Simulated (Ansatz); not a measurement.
# TaAs (I4_1md) in Ansatz: further runs

One crystal, TaAs, is run at these levels: PBEsol; tasks: relaxation of cell and atoms.

Program: Ansatz 0.2.0. These are calculated values, not measurements. Logs are shortened: lines on timing, memory, paths and dates and some standing lists are left out, and cuts for length are marked.

## 1. The structure

It takes space group I4_1md (No. 109, tetragonal). Conventional cell: a = 3.444 Å, b = 3.444 Å, c = 11.736 Å, α = 90.00°, β = 90.00°, γ = 90.00°. Ta (site symmetry 2mm) is surrounded by 6 As at 2.61 to 2.62 Å. As (site symmetry 2mm) is surrounded by 6 Ta at 2.61 to 2.62 Å.

The cell is a database's computed one.

## 2. Relaxation of cell and atoms, PBEsol, target pressure 10 GPa, at which the enthalpy is minimised

input.yaml

```yaml
crystal:
  lattice:
    - [-1.7218133622, 1.7218133622, 5.8679415361]
    - [1.7218133622, -1.7218133622, 5.8679415361]
    - [1.7218133622, 1.7218133622, -5.8679415361]
  atoms:
    - { symbol: Ta, position: [0.4999673, 0.4999673, 0.0] }
    - { symbol: Ta, position: [0.2499673, 0.7499673, 0.5] }
    - { symbol: As, position: [0.08263212, 0.08263212, 0.0] }
    - { symbol: As, position: [0.83263212, 0.33263212, 0.5] }
kpoints:
  mp_grid: { grid: [11, 11, 11] }
scf:
  occupations: { method: fermi_dirac, width: 0.05 }
hamiltonian:
  xc: pbesol
  pseudopotentials: { kind: all_electron, lapw: { basis_error: 0.002 } }
output:
  forces: true
  stress: true
relax:
  f_tol: 0.01
  max_steps: 60
  cell: { p_target: 10 }
```

Potentials or basis: all-electron LAPW, scalar-relativistic.

The run is started by

```console
ansatz run input.yaml --threads 2 --pin off --max-ram 8192MiB --backend cpu --events-out ev --progress --plain --runs-dir out
```

Standard output:

```text
Warning: RAYON_NUM_THREADS=2 ignored (pool sized by the plan → 2); use --threads N
The last accepted step is kept in <dir> (removed where the run ends without a failure and the disk answers)
LAPW: plane waves up to 8.802 Å⁻¹, error target 2.0e-3 eV per atom; small_component_spin mean_spin; As in spheres of 1.207 Å, 23 of its electrons in bands, Dirac shells []; Ta in spheres of 1.326 Å, 43 of its electrons in bands, Dirac shells [] (how accurate: hamiltonian.pseudopotentials.lapw.basis_error, Limitations)
Engine: ansatz 0.2.0, x86_64-unknown-linux-gnu
Pseudopotentials: kind: all_electron
Pseudopotential: Ta, LAPW, valence charge 43, lapw/all_electron/scalar/gaussian/Ta, Koelling and Harmon's equation, gaussian nucleus
Pseudopotential: As, LAPW, valence charge 23, lapw/all_electron/scalar/gaussian/As, Koelling and Harmon's equation, gaussian nucleus
Functional definition: PBEsol
  exchange = pbesol_x
  correlation = pbesol_c
Crystal: 4 atoms, lattice volume = 69.585 Å³
Basis set: ecut = 295.15258777011616 eV, 781 PW (Γ), FFT grids on a1+a3, a2+a3, a3, exchange–correlation at level 2
Bands: 80, of which v1, the nominal top of the filled ones, is band 66 counted from 1 (65 counted from 0)
Symmetry: 8 space group operations
Space group: I41md (ITA 109), of the structure as read, at distance tolerance 4.1e-5 Å
k-points: 126 of 1331 (time reversal used)
Non-local potential: Ta, projectors of the file, none
Non-local potential: As, projectors of the file, none
Initial density: superposition of atomic densities (chi_scale 0.1, normalization cell, long waves kept (reshape's long-wave potential 0.00 eV rms))
Initial wavefunctions: plane waves of lowest kinetic energy (no species holds an atomic orbital)
Functional: x = pbesol(κ = 0.804, μ = 0.12345679012345678), c = pbesol(β = 0.046)
iter 1 solved again at ethr=5.94e-4 eV; its pass at ethr=1.00e-1 eV (dr2=7.84e-1 eV) is discarded
SCF iter   1: F=—  HF=-971851.234569 eV  |F-HF|=—  |Δ(HF+E_count)|=         —  Δρ=3.13e-2  dr2=7.85e-1  ethr=5.94e-4  ⟨swp⟩=2.1  Hψ=60756  notcnv=0
preconditioner: auto → Kerker (q_TF=auto, 3.036 Å⁻¹)  [metal: Δε(μ)=0.012 eV  Ē_g=27.492 eV  σ=0.050 eV  W_gap=0.06  n_scr=32 (ndim 8)  ℏωp=39.8 eV  f_vac=0.000  D(μ)=0.47/eV (n_scr^D=2)]
SCF iter   2: F=—  HF=-971850.892433 eV  |F-HF|=—  |Δ(HF+E_count)|=   3.42e-1  Δρ=1.68e-2  dr2=2.10e-1  ethr=5.94e-4  ⟨swp⟩=2.0  Hψ=30744  notcnv=0
SCF iter   3: F=—  HF=-971850.867684 eV  |F-HF|=—  |Δ(HF+E_count)|=   2.47e-2  Δρ=1.14e-2  dr2=1.12e-1  ethr=1.59e-4  ⟨swp⟩=2.0  Hψ=29020  notcnv=0
SCF iter   4: F=—  HF=-971850.845000 eV  |F-HF|=—  |Δ(HF+E_count)|=   2.27e-2  Δρ=5.47e-3  dr2=2.67e-2  ethr=8.47e-5  ⟨swp⟩=2.0  Hψ=28514  notcnv=0
iter 5 solved again at ethr=1.53e-6 eV; its pass at ethr=2.02e-5 eV (dr2=2.03e-3 eV) is discarded
SCF iter   5: F=—  HF=-971850.843768 eV  |F-HF|=—  |Δ(HF+E_count)|=   1.23e-3  Δρ=1.48e-3  dr2=2.03e-3  ethr=1.53e-6  ⟨swp⟩=2.0  Hψ=49474  notcnv=0
SCF iter   6: F=—  HF=-971850.842787 eV  |F-HF|=—  |Δ(HF+E_count)|=   9.80e-4  Δρ=8.60e-4  dr2=3.15e-4  ethr=1.53e-6  ⟨swp⟩=2.0  Hψ=29020  notcnv=0
SCF iter   7: F=—  HF=-971850.842745 eV  |F-HF|=—  |Δ(HF+E_count)|=   4.25e-5  Δρ=3.63e-4  dr2=6.83e-5  ethr=2.38e-7  ⟨swp⟩=2.0  Hψ=29020  notcnv=0
SCF iter   8: F=—  HF=-971850.842756 eV  |F-HF|=—  |Δ(HF+E_count)|=   1.12e-5  Δρ=9.77e-5  dr2=8.83e-6  ethr=5.17e-8  ⟨swp⟩=2.0  Hψ=29020  notcnv=0
SCF iter   9: F=—  HF=-971850.842754 eV  |F-HF|=—  |Δ(HF+E_count)|=   1.97e-6  Δρ=1.56e-5  dr2=1.94e-7  ethr=6.69e-9  ⟨swp⟩=2.0  Hψ=29020  notcnv=0
SCF iter  10: F=-971850.842754 eV  HF=-971850.842754 eV  |F-HF|=7.14e-8  |Δ(HF+E_count)|=   2.07e-8  Δρ=8.18e-6  dr2=8.48e-8  ethr=1.47e-10  ⟨swp⟩=2.0  Hψ=29020  notcnv=0
SCF 1 converged in 10 iterations: F = -971850.842754 eV  dr2 = 8.48e-8
relax step   1: F+E_penalty+E_count = -971850.84275409 eV  Δ(F+E_penalty+E_count) = +0.000e0 eV  max|allowed force component| = 2.167e-2 eV/Å  Δτ_max = 0.0000 Å  P = -3.773 GPa  Ω = 69.585 Å³  (10 SCF iters, accepted)
Crystal: 4 atoms, lattice volume = 61.756 Å³
Basis set: ecut = 319.60020308883156 eV, 781 PW (Γ), FFT grids on a1+a3, a2+a3, a3, exchange–correlation at level 2
Initial density: handed on by an earlier stage of this run
Initial wavefunctions: those handed on with the density
iter 1 solved again at ethr=3.37e-5 eV; its pass at ethr=1.00e-1 eV (dr2=4.45e-2 eV) is discarded
SCF iter   1: F=—  HF=-971850.466407 eV  |F-HF|=—  |Δ(HF+E_count)|=         —  Δρ=6.30e-3  dr2=4.41e-2  ethr=3.37e-5  ⟨swp⟩=3.2  Hψ=52426  notcnv=0
preconditioner: auto → Kerker (q_TF=auto, 3.097 Å⁻¹)  [metal: Δε(μ)=0.068 eV  Ē_g=28.634 eV  σ=0.050 eV  W_gap=0.32  n_scr=32 (ndim 8)  ℏωp=42.3 eV  f_vac=0.003  D(μ)=0.53/eV (n_scr^D=2)]
SCF iter   2: F=—  HF=-971850.449620 eV  |F-HF|=—  |Δ(HF+E_count)|=   1.68e-2  Δρ=2.81e-3  dr2=9.55e-3  ethr=3.34e-5  ⟨swp⟩=2.0  Hψ=29015  notcnv=0
[... 28 lines left out ...]
SCF iter   1: F=—  HF=-971850.769312 eV  |F-HF|=—  |Δ(HF+E_count)|=         —  Δρ=5.43e-4  dr2=2.56e-4  ethr=1.91e-7  ⟨swp⟩=4.0  Hψ=56306  notcnv=0
preconditioner: auto → Kerker (q_TF=auto, 3.071 Å⁻¹)  [metal: Δε(μ)=0.014 eV  Ē_g=28.324 eV  σ=0.050 eV  W_gap=0.07  n_scr=32 (ndim 8)  ℏωp=41.2 eV  f_vac=0.009  D(μ)=0.53/eV (n_scr^D=2)]
SCF iter   2: F=—  HF=-971850.769255 eV  |F-HF|=—  |Δ(HF+E_count)|=   5.71e-5  Δρ=3.70e-4  dr2=1.30e-4  ethr=1.91e-7  ⟨swp⟩=2.0  Hψ=29016  notcnv=0
SCF iter   3: F=—  HF=-971850.769212 eV  |F-HF|=—  |Δ(HF+E_count)|=   4.32e-5  Δρ=1.13e-4  dr2=1.40e-5  ethr=9.88e-8  ⟨swp⟩=2.0  Hψ=29016  notcnv=0
SCF iter   4: F=—  HF=-971850.769208 eV  |F-HF|=—  |Δ(HF+E_count)|=   4.36e-6  Δρ=4.23e-5  dr2=2.05e-6  ethr=1.06e-8  ⟨swp⟩=2.0  Hψ=29016  notcnv=0
iter 5 solved again at ethr=1.15e-10 eV; its pass at ethr=1.55e-9 eV (dr2=1.52e-7 eV) is discarded
SCF iter   5: F=—  HF=-971850.769206 eV  |F-HF|=—  |Δ(HF+E_count)|=   1.07e-6  Δρ=1.61e-5  dr2=1.52e-7  ethr=1.15e-10  ⟨swp⟩=2.0  Hψ=49591  notcnv=0
SCF iter   6: F=-971850.769206 eV  HF=-971850.769206 eV  |F-HF|=9.66e-9  |Δ(HF+E_count)|=   1.30e-7  Δρ=9.23e-6  dr2=5.24e-8  ethr=1.15e-10  ⟨swp⟩=2.0  Hψ=29016  notcnv=0
SCF 4 converged in 6 iterations: F = -971850.769206 eV  dr2 = 5.24e-8
relax step   4: F+E_penalty+E_count = -971850.76920632 eV  Δ(F+E_penalty+E_count) = +1.569e-2 eV  max|allowed force component| = 7.102e-3 eV/Å  Δτ_max = 0.0035 Å  P = +9.860 GPa  Ω = 64.960 Å³  (6 SCF iters, accepted)
Crystal: 4 atoms, lattice volume = 64.905 Å³
Basis set: ecut = 309.1767256378949 eV, 781 PW (Γ), FFT grids on a1+a3, a2+a3, a3, exchange–correlation at level 2
iter 1 solved again at ethr=3.37e-8 eV; its pass at ethr=1.00e-1 eV (dr2=4.45e-5 eV) is discarded
SCF iter   1: F=—  HF=-971850.765967 eV  |F-HF|=—  |Δ(HF+E_count)|=         —  Δρ=2.28e-4  dr2=5.11e-5  ethr=3.37e-8  ⟨swp⟩=4.8  Hψ=56316  notcnv=0
preconditioner: auto → Kerker (q_TF=auto, 3.071 Å⁻¹)  [metal: Δε(μ)=0.009 eV  Ē_g=28.325 eV  σ=0.050 eV  W_gap=0.05  n_scr=32 (ndim 8)  ℏωp=41.2 eV  f_vac=0.009  D(μ)=0.53/eV (n_scr^D=2)]
SCF iter   2: F=—  HF=-971850.765956 eV  |F-HF|=—  |Δ(HF+E_count)|=   1.11e-5  Δρ=1.47e-4  dr2=2.17e-5  ethr=3.37e-8  ⟨swp⟩=2.0  Hψ=29016  notcnv=0
SCF iter   3: F=—  HF=-971850.765950 eV  |F-HF|=—  |Δ(HF+E_count)|=   5.81e-6  Δρ=6.11e-5  dr2=4.54e-6  ethr=1.65e-8  ⟨swp⟩=2.0  Hψ=29016  notcnv=0
iter 4 solved again at ethr=2.63e-10 eV; its pass at ethr=3.44e-9 eV (dr2=3.47e-7 eV) is discarded
SCF iter   4: F=—  HF=-971850.765950 eV  |F-HF|=—  |Δ(HF+E_count)|=   7.29e-7  Δρ=1.94e-5  dr2=3.47e-7  ethr=2.63e-10  ⟨swp⟩=2.0  Hψ=49464  notcnv=0
SCF iter   5: F=-971850.765949 eV  HF=-971850.765949 eV  |F-HF|=7.54e-8  |Δ(HF+E_count)|=   9.05e-7  Δρ=9.06e-6  dr2=4.56e-8  ethr=2.63e-10  ⟨swp⟩=2.8  Hψ=29214  notcnv=0
SCF 5 converged in 5 iterations: F = -971850.765949 eV  dr2 = 4.56e-8
relax step   5: F+E_penalty+E_count = -971850.76594867 eV  Δ(F+E_penalty+E_count) = +3.258e-3 eV  max|allowed force component| = 3.085e-3 eV/Å  Δτ_max = 0.0013 Å  P = +9.995 GPa  Ω = 64.905 Å³  (5 SCF iters, accepted)
iter 1 solved again at ethr=3.45e-11 eV; its pass at ethr=1.00e-1 eV (dr2=4.55e-8 eV) is discarded
SCF iter   1: F=—  HF=-971850.765957 eV  |F-HF|=—  |Δ(HF+E_count)|=         —  Δρ=9.26e-6  dr2=4.47e-8  ethr=3.45e-11  ⟨swp⟩=5.0  Hψ=76681  notcnv=0  reapply=91
preconditioner: auto → Kerker (q_TF=auto, 3.071 Å⁻¹)  [metal: Δε(μ)=0.010 eV  Ē_g=28.325 eV  σ=0.050 eV  W_gap=0.05  n_scr=32 (ndim 8)  ℏωp=41.2 eV  f_vac=0.009  D(μ)=0.53/eV (n_scr^D=2)]
SCF iter   2: F=-971850.765957 eV  HF=-971850.765957 eV  |F-HF|=1.96e-8  |Δ(HF+E_count)|=   3.59e-8  Δρ=6.36e-6  dr2=2.32e-8  ethr=3.39e-11  ⟨swp⟩=2.0  Hψ=29016  notcnv=0
SCF 6 converged in 2 iterations: F = -971850.765957 eV  dr2 = 2.32e-8
relax step   6: F+E_penalty+E_count = -971850.76595687 eV  Δ(F+E_penalty+E_count) = -8.205e-6 eV  max|allowed force component| = 3.090e-3 eV/Å  Δτ_max = 0.0000 Å  P = +9.995 GPa  Ω = 64.905 Å³  stress off target by 2.76e-2 GPa  SCF on the basis re-selected at this cell (its energy is not comparable with the rows above)  (2 SCF iters)
basis re-selected at this cell: Δ(F+E_penalty+E_count) = -8.205e-6 eV, ΔP = -0.000 GPa vs the last step (what re-selecting the basis moved, after the strain that the cell walked since its last selection, with what the two solves' SCF thresholds leave and, on support functions, any second-order correction that the steps lacked; it is no measure of the basis error at this ecutwfc). This SCF's stress stands 2.76e-2 GPa from its target on what of the cell is left free (relax.cell.stress_tol is 5.00e-2 GPa) and its largest allowed force component is 3.09e-3 eV/Å (relax.f_tol is 1.00e-2 eV/Å): within both
SCF converged after 2 iterations
Free energy (F): -971850.765957 eV
Harris-Foulkes:  -971850.765957 eV  (|F-HF|=1.96e-8)
Internal energy: -971850.761596 eV  (E = F + TS)
E sigma→0 (E₀):  -971850.763776 eV
Entropy (-TS):   -0.004361 eV (-1.090 meV/atom)
Fermi energy:    22.148943 eV
--- Per-component energies (eV) ---
  E_band       = -10499.173730
  E_kinetic    = 1073210.997942
  E_xc         = -21477.379876
  E_electrostatic = -2023584.379662  (all electrons and nuclei)
  E_smearing   = -0.004361  (= −TS)
  E_closure    = 0.000000  (closes the sum)
  E_atoms      = -971817.268303  (free atoms, spherical and without spin; not in F)
  Σ components = -971850.765957   (vs F -971850.765957, Δ=0.00e0)
  Basis errors (estimates in eV, not in F): energy 7.3e-4 per atom: plane waves 6.9e-4 (4.0e-4 summed), levels above the bands 6.1e-86, relativity 5.5e-8, radial functions 3.1e-5, core shells 3.0e-7; eigenvalues (radial functions only) 1.7e-6; not estimated: angular momenta, meshes, grids; target (lapw.basis_error) 2.0e-3; muffin-tin radii As 1.179 Å, Ta 1.296 Å
--- Forces (eV/Å), atoms counted from 1 ---
  atom   1  Ta     0.00000000     0.00000000    -0.00308771
  atom   2  Ta    -0.00000000     0.00000000    -0.00308771
  atom   3  As     0.00000000     0.00000000     0.00309212
  atom   4  As     0.00000000    -0.00000000     0.00309212
  max |Σ_I F_I| component: 8.81e-6 eV/Å
--- Stress (GPa, compression-positive) ---
       10.006314       0.000000      -0.000000
        0.000000      10.006314       0.000000
       -0.000000       0.000000       9.972361
  P = ⅓ Tr σ = 9.9950 GPa (99.950 kbar)
--- Relaxed structure (5 steps of the walk, 5 accepted, 1 SCFs on fresh bases) ---
  F+E_penalty+E_count = -971850.76595687 eV   max|allowed force component| = 3.090e-3 eV/Å   (the final SCF, on the basis selected at the relaxed cell)
  cell:  # Å, volume = 64.9049 Å³
    - [-1.6923571800419102, 1.6923571800419102, 5.665439055280669]
    - [1.6923571800419102, -1.6923571800419102, 5.665439055280669]
    - [1.6923571800419102, 1.6923571800419102, -5.665439055280669]
  atoms:
    - { symbol: Ta, position: [0.5006958064771778, 0.5006958064771778, 5.81205114787085e-33] }
    - { symbol: Ta, position: [0.2506958064771778, 0.7506958064771777, 0.5] }
    - { symbol: As, position: [0.08190361352282222, 0.08190361352282222, -5.786391931562371e-34] }
    - { symbol: As, position: [0.8319036135228223, 0.3319036135228221, 0.5000000000000001] }
```

Run time: 5.8 min. Hardware: 2 threads of Intel Xeon 6975P-C (Granite Rapids), shared host; peak memory 1.4 GiB.

Results:

```yaml
Free_energy: -971850.7660 eV
Relaxed_volume: 16.23 Å³/atom
Relaxed_cell: a = 6.150 Å, b = 6.150 Å, c = 6.150 Å, α = 148.06°, β = 148.06°, γ = 45.80°
Space_group_after_relaxing_to_0.05_Å: I4_1md (No. 109)
Energy_change_on_relaxing_the_enthalpy_is_what_falls: +19.2 meV/atom
Ionic_steps: 6
Pressure_after_relaxing: 10.0 GPa
Largest_force_after_relaxing: 0.003 eV/Å
```

Forces on the atoms (eV/Å):
```
Ta   0.000  0.000 -0.003
Ta   0.000  0.000 -0.003
As   0.000  0.000  0.003
As   0.000  0.000  0.003
```

The path:
| step | energy change (eV) | largest force (eV/Å) | volume (Å³) |
| --- | --- | --- | --- |
| 1 | 0.0000 | 0.0217 | 69.59 |
| 2 | 0.3962 | 0.0437 | 61.76 |
| 3 | 0.0579 | 0.0271 | 65.24 |
| 4 | 0.0735 | 0.0071 | 64.96 |
| 5 | 0.0768 | 0.0031 | 64.90 |
| 6 | 0.0768 | 0.0031 | 64.90 |

Final structure:
```cif
data_structure
_symmetry_space_group_name_H-M 'P 1'
_symmetry_Int_Tables_number 1
_cell_length_a 6.1502
_cell_length_b 6.1502
_cell_length_c 6.1502
_cell_angle_alpha 148.056
_cell_angle_beta 148.056
_cell_angle_gamma 45.803
_cell_volume 64.90
loop_
_atom_site_label
_atom_site_type_symbol
_atom_site_fract_x
_atom_site_fract_y
_atom_site_fract_z
_atom_site_occupancy
Ta1 Ta 0.50070 0.50070 0.00000 1
Ta2 Ta 0.25070 0.75070 0.50000 1
As1 As 0.08190 0.08190 0.00000 1
As2 As 0.83190 0.33190 0.50000 1
```

The run has no spin-orbit coupling, so splittings on Ta are missing.

## 3. Relaxation of cell and atoms, PBEsol, target pressure 20 GPa, at which the enthalpy is minimised

input.yaml, as its differences from that of step 2:

```diff
@@ -23,2 +23,2 @@
   max_steps: 60
-  cell: { p_target: 10 }
+  cell: { p_target: 20 }
```

Potentials or basis: all-electron LAPW, scalar-relativistic.

The run is started by

```console
ansatz run input.yaml --threads 2 --pin off --max-ram 8192MiB --backend cpu --events-out ev --progress --plain --runs-dir out
```

Run time: 6.3 min. Hardware: 2 threads of Intel Xeon 6975P-C (Granite Rapids), shared host; peak memory 1.4 GiB.

It converged, with:

| Quantity | Value |
| --- | --- |
| Free energy | -971850.5284 eV |
| Relaxed volume | 15.58 Å³/atom |
| Relaxed cell | a = 6.042 Å, b = 6.042 Å, c = 6.042 Å, α = 147.82°, β = 147.82°, γ = 46.14° |
| Space group after relaxing (to 0.05 Å) | I4_1md (No. 109) |
| Energy change on relaxing (the enthalpy is what falls) | +78.6 meV/atom |
| Ionic steps | 6 |
| Pressure after relaxing | 20.0 GPa |
| Largest force after relaxing | 0.005 eV/Å |

Forces in eV/Å, atoms in the order of the input:
```
Ta   0.000  0.000 -0.005
Ta   0.000  0.000 -0.005
As   0.000  0.000  0.005
As   0.000  0.000  0.005
```

Step by step:
```
step  energy change (eV)  largest force (eV/Å)  volume (Å³)
   1              0.0000                0.0217        69.59
   2              0.5445                0.0655        60.85
   3              0.2975                0.0249        62.52
   4              0.2994                0.0114        62.46
   5              0.3144                0.0045        62.34
   6              0.3143                0.0045        62.34
```

Final structure:
```
Ta As
1.0
    -1.67437    1.67437    5.55904
     1.67437   -1.67437    5.55904
     1.67437    1.67437   -5.55904
Ta As
2 2
Direct
  0.50107 0.50107 0.00000
  0.25107 0.75107 0.50000
  0.08153 0.08153 0.00000
  0.83153 0.33153 0.50000
```

(Continued in part 2 of 2.)
